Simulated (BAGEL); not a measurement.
# CH3BF2O (SMILES OCB(F)F): PBE0/6-31G(d) (density fitting with qzvpp-jkfit, spherical functions)

What is the energy change on altering one bond length of CH3BF2O at PBE0/6-31G* (density fitting with qzvpp-jkfit, spherical functions)? 

The results are computed with BAGEL 1.2.2.

31 further runs of the same task are left out: 31 set aside as unsound or not needed.

### Step 1. Starting point

The species is CH3BF2O (8 atoms), meant as a singlet with charge 0. As SMILES, `OCB(F)F`. Geometry: relaxed at GFN2-xTB. This is one conformer, not always the lowest.

Bond lengths: O1–C2 1.415 Å, C2–B3 1.591 Å, B3–F4 1.319 Å, B3–F5 1.307 Å, O1–H6 0.964 Å, C2–H7 1.102 Å, C2–H8 1.102 Å. Angles: O1–C2–B3 112.6°, C2–B3–F4 120.0°, C2–B3–F5 125.5°, F4–B3–F5 114.5°, O1–C2–H7 110.5°, O1–C2–H8 110.5°, B3–C2–H7 108.6°, B3–C2–H8 108.6°, C2–O1–H6 109.2°, H7–C2–H8 105.8°.

### Step 2. A single-point energy at PBE0/6-31G(d) (density fitting with qzvpp-jkfit, spherical functions)

File input.json:

```json
{ "bagel" : [

{
  "title" : "molecule",
  "basis" : "6-31gs.json",
  "df_basis" : "qzvpp-jkfit",
  "angstrom" : true,
  "geometry" : [
    { "atom" : "O", "xyz" : [      -1.194280,      -0.826910,       0.363320 ] },
    { "atom" : "C", "xyz" : [      -0.272510,       0.244210,       0.281950 ] },
    { "atom" : "B", "xyz" : [       0.974390,      -0.093080,      -0.646240 ] },
    { "atom" : "F", "xyz" : [       1.926320,       0.802610,      -0.822780 ] },
    { "atom" : "F", "xyz" : [       1.159350,      -1.215560,      -1.289860 ] },
    { "atom" : "H", "xyz" : [      -1.925690,      -0.571930,       0.936870 ] },
    { "atom" : "H", "xyz" : [      -0.765780,       1.149030,      -0.107450 ] },
    { "atom" : "H", "xyz" : [       0.098190,       0.511620,       1.284190 ] }
  ]
},

{ "title" : "ks", "xc_func" : "pbe0" },

{ "title" : "print", "file" : "orbitals.molden", "orbitals" : true }

]}
```

The basis set 6-31G* is read from a file made from the Basis Set Exchange's data (not shown).

Started as:

```sh
$ BAGEL_NUM_THREADS=1 BAGEL input.json > input.out
```

The program printed:

```text
* using 1 threads per process

  ===============================================================
  ===============================================================

  *** Geometry ***

  { "atom" : "O", "xyz" : [     -2.256862,     -1.562633,      0.686575 ] },
  { "atom" : "C", "xyz" : [     -0.514969,      0.461490,      0.532808 ] },
  { "atom" : "B", "xyz" : [      1.841330,     -0.175896,     -1.221217 ] },
  { "atom" : "F", "xyz" : [      3.640217,      1.516713,     -1.554829 ] },
  { "atom" : "F", "xyz" : [      2.190854,     -2.297075,     -2.437482 ] },
  { "atom" : "H", "xyz" : [     -3.639027,     -1.080791,      1.770428 ] },
  { "atom" : "H", "xyz" : [     -1.447114,      2.171352,     -0.203051 ] },
  { "atom" : "H", "xyz" : [      0.185552,      0.966822,      2.426767 ] },

  Number of auxiliary basis functions:      435

  Since a DF basis is specified, we compute 2- and 3-index integrals:
    o Being stored without compression. Storage requirement is 0.020 GB

  Number of basis functions:       76
  Number of electrons      :       40

    * METHOD: MOLECULE                             0.28

  *** Kohn-Sham DFT ***

    * Removing 14927 points whose weight is below 1.00e-10
    * Grid points: 104321

  === Nuclear Repulsion ===
   166.2669820064

       - DIIS with orbital gradients will be used.

  === KS iteration (pbe0 / 6-31gs.json) ===
      0       -310.41902196          0.13610948           0.69
      1       -252.64994646          0.22061373           0.55
      2       -253.03991707          0.19423673           0.54
      3       -280.75566407          0.26844180           0.39
      4       -336.41028160          0.08086248           0.38
      5       -339.21289830          0.02113580           0.39
      6       -339.34958864          0.01289035           0.39
      7       -339.40628634          0.00467734           0.38
      8       -339.41386809          0.00095420           0.38
      9       -339.41417321          0.00028258           0.41
     10       -339.41420122          0.00006921           0.41
     11       -339.41420283          0.00001918           0.37
     12       -339.41420294          0.00000789           0.37
     13       -339.41420296          0.00000120           0.46
     14       -339.41420296          0.00000100           0.59
     15       -339.41420296          0.00000020           0.43
     16       -339.41420296          0.00000010           0.39
     17       -339.41420296          0.00000004           0.38
     18       -339.41420296          0.00000001           0.43
    * SCF iteration converged.

    * Permanent dipole moment:
           (    0.531591,    -0.636059,    -0.628018) a.u.

    * METHOD: KS                                   9.24

    * METHOD: PRINT                                0.02

  ===============================================================
```

Wall time 9.9 s (1 thread of Intel Xeon Platinum 8259CL at 2.50GHz (Skylake/Cascade Lake), shared host); peak memory 0.38 GiB.

### Step 3. The distorted shape, same level

File input.json:

```json
{ "bagel" : [

{
  "title" : "molecule",
  "basis" : "6-31gs.json",
  "df_basis" : "qzvpp-jkfit",
  "angstrom" : true,
  "geometry" : [
    { "atom" : "O", "xyz" : [   -1.305485,   -0.907129,    0.062661 ] },
    { "atom" : "C", "xyz" : [   -0.383715,    0.163991,   -0.018709 ] },
    { "atom" : "B", "xyz" : [    0.863185,   -0.173299,   -0.946899 ] },
    { "atom" : "F", "xyz" : [    1.815115,    0.722391,   -1.123439 ] },
    { "atom" : "F", "xyz" : [    1.048145,   -1.295779,   -1.590519 ] },
    { "atom" : "H", "xyz" : [   -2.036895,   -0.652149,    0.636211 ] },
    { "atom" : "H", "xyz" : [   -0.876985,    1.068811,   -0.408109 ] },
    { "atom" : "H", "xyz" : [    0.098190,    0.511620,    1.284190 ] }
  ]
},
{ "title" : "ks", "xc_func" : "pbe0" },
{ "title" : "print", "file" : "orbitals.molden", "orbitals" : true }

]}
```

The basis set 6-31G* is read from a file made from the Basis Set Exchange's data (not shown).

Started as:

```sh
$ BAGEL_NUM_THREADS=1 BAGEL input.json > input.out
```

The program printed:

```text
* using 1 threads per process

  ===============================================================
  ===============================================================

  *** Geometry ***

  { "atom" : "O", "xyz" : [     -2.467009,     -1.714225,      0.118412 ] },
  { "atom" : "C", "xyz" : [     -0.725116,      0.309898,     -0.035355 ] },
  { "atom" : "B", "xyz" : [      1.631183,     -0.327488,     -1.789380 ] },
  { "atom" : "F", "xyz" : [      3.430070,      1.365121,     -2.122992 ] },
  { "atom" : "F", "xyz" : [      1.980707,     -2.448667,     -3.005645 ] },
  { "atom" : "H", "xyz" : [     -3.849174,     -1.232383,      1.202265 ] },
  { "atom" : "H", "xyz" : [     -1.657261,      2.019760,     -0.771214 ] },
  { "atom" : "H", "xyz" : [      0.185552,      0.966822,      2.426767 ] },

  Number of auxiliary basis functions:      435

  Since a DF basis is specified, we compute 2- and 3-index integrals:
    o Being stored without compression. Storage requirement is 0.020 GB

  Number of basis functions:       76
  Number of electrons      :       40

    * METHOD: MOLECULE                             0.26

  *** Kohn-Sham DFT ***

    * Removing 14519 points whose weight is below 1.00e-10
    * Grid points: 104729

  === Nuclear Repulsion ===
   164.9963165537

       - DIIS with orbital gradients will be used.

  === KS iteration (pbe0 / 6-31gs.json) ===
      0       -310.63040530          0.13576109           0.58
      1       -254.27870915          0.21468048           0.63
      2       -253.73277243          0.19427794           0.55
      3       -282.13254544          0.26474830           0.39
      4       -335.64293469          0.08950454           0.39
      5       -338.94575312          0.02981020           0.46
      6       -339.31699967          0.01280843           0.46
      7       -339.35547916          0.00806864           0.37
      8       -339.37892919          0.00180732           0.38
      9       -339.38007845          0.00024323           0.53
     10       -339.38009545          0.00009667           0.39
     11       -339.38009850          0.00002445           0.39
     12       -339.38009875          0.00000601           0.38
     13       -339.38009876          0.00000322           0.38
     14       -339.38009876          0.00000100           0.40
     15       -339.38009876          0.00000025           0.38
     16       -339.38009876          0.00000011           0.38
     17       -339.38009876          0.00000003           0.40
     18       -339.38009876          0.00000001           0.39
     19       -339.38009876          0.00000000           0.38
    * SCF iteration converged.

    * Permanent dipole moment:
           (    0.630286,    -0.568522,    -0.497684) a.u.

    * METHOD: KS                                   9.50

    * METHOD: PRINT                                0.01

  ===============================================================
```

Run time: 10 s. Hardware: 1 thread of Intel Xeon Platinum 8259CL at 2.50GHz (Skylake/Cascade Lake), shared host; peak memory 0.38 GiB.

### Step 4. Results

At PBE0/6-31G* (density fitting with qzvpp-jkfit, spherical functions):

| quantity | value |
| --- | --- |
| first shape: total energy | -339.41420 Eh |
| first shape: dipole moment | 2.64 D |
| first shape: HOMO energy | -7.81 eV |
| first shape: LUMO energy | 0.79 eV |
| first shape: HOMO–LUMO gap | 8.60 eV |
| distorted shape: total energy | -339.38010 Eh |
| distorted shape: dipole moment | 2.50 D |
| distorted shape: HOMO energy | -7.83 eV |
| distorted shape: LUMO energy | 0.20 eV |
| distorted shape: HOMO–LUMO gap | 8.02 eV |
| energy change with the C2–H8 bond stretched from 1.102 to 1.432 Å | 0.928 eV |

With the C2–H8 bond stretched from 1.102 to 1.432 Å the energy rises by 0.93 eV (21.4 kcal/mol). The first shape isn't relaxed at this level, so the change isn't measured from a minimum.
